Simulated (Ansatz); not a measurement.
This script drives the Ansatz DFT code, driven from Python.

Contents of `alclh5psi.xyz`:
```text
9

P    -1.39830    1.55470    0.16450
Si   -0.35820   -0.14080    0.96560
Al    1.17920   -0.89910   -0.63970
Cl    1.14080   -2.94880   -1.42020
H    -0.23750    2.25930   -0.32150
H    -1.71160    0.97340   -1.12460
H     0.37620    0.25950    2.19930
H    -1.26770   -1.19990    1.26240
H     2.36550    0.09540   -1.10310
```

`scan.py`:
```python
"""Stretching a bond of AlClH5PSi, the rest held rigid."""

import ansatz as az
import numpy as np

BASIS_SET = "def2-SVP"
XC = "r2scan"


def main() -> None:
    geometry = az.Crystal.molecule_from_extxyz("alclh5psi.xyz")

    symbols = [site.symbol for site in geometry.cartesian_sites]
    start = np.array([site.position_ang for site in geometry.cartesian_sites])
    axis = (start[4] - start[0]) / np.linalg.norm(start[4] - start[0])
    moving = [4]
    lengths, energies = [1.269, 1.327, 1.385, 1.442, 1.5, 1.558, 1.615, 1.702], []
    for length in lengths:
        xyz = start.copy()
        xyz[moving] += (length - np.linalg.norm(start[4] - start[0])) * axis
        point = az.Crystal.molecule()
        for symbol, place in zip(symbols, xyz):
            point = point.atom(symbol, place.tolist())
        base = point.calculation().basis(gaussian=BASIS_SET).functional(XC)
        report = base.run(threads=1, pin="off").report
        energies.append(report["free_energy_ev"])
        print(f"r = {length:6.3f} A  E = {energies[-1]:.5f} eV  <S^2> = {abs(report['mean_field']['state']['spin_squared']):.3f}")

    # quartic fit about the minimum
    fit = np.polynomial.Polynomial.fit(lengths, np.array(energies) - min(energies), 4).convert()
    roots = [r.real for r in fit.deriv().roots() if abs(r.imag) < 1e-9 and fit.deriv(2)(r.real) > 0]
    r_e = min(roots, key=lambda r: abs(r - lengths[int(np.argmin(energies))]))
    print(f"minimum of the fit at {r_e:.4f} A, force constant {fit.deriv(2)(r_e):.2f} eV/A^2")


if __name__ == "__main__":
    main()
```

It is started by `python scan.py`. How long does it take on 1 thread of Arm Neoverse V1 (shared host), and how much memory does it need?

It took about 59 s, with a peak of 0.23 GiB, for 8 runs of the engine.

```console
$ python scan.py
r =  1.269 A  E = -36354.12391 eV  <S^2> = 0.000
r =  1.327 A  E = -36354.34305 eV  <S^2> = 0.000
r =  1.385 A  E = -36354.44922 eV  <S^2> = 0.000
r =  1.442 A  E = -36354.46966 eV  <S^2> = 0.000
r =  1.500 A  E = -36354.42593 eV  <S^2> = 0.000
r =  1.558 A  E = -36354.33353 eV  <S^2> = 0.000
r =  1.615 A  E = -36354.20777 eV  <S^2> = 0.000
r =  1.702 A  E = -36353.97006 eV  <S^2> = 0.000
minimum of the fit at 1.4295 A, force constant 20.67 eV/A^2
```

What to keep in mind:
- Total energies depend on the basis set; only differences at equal settings carry meaning.
- The rest of the molecule is held rigid at a force-field or estimated start geometry, and the basis set is modest; single-reference methods fail as a bond breaks.
- The orbitals are restricted, so S² is zero by construction.
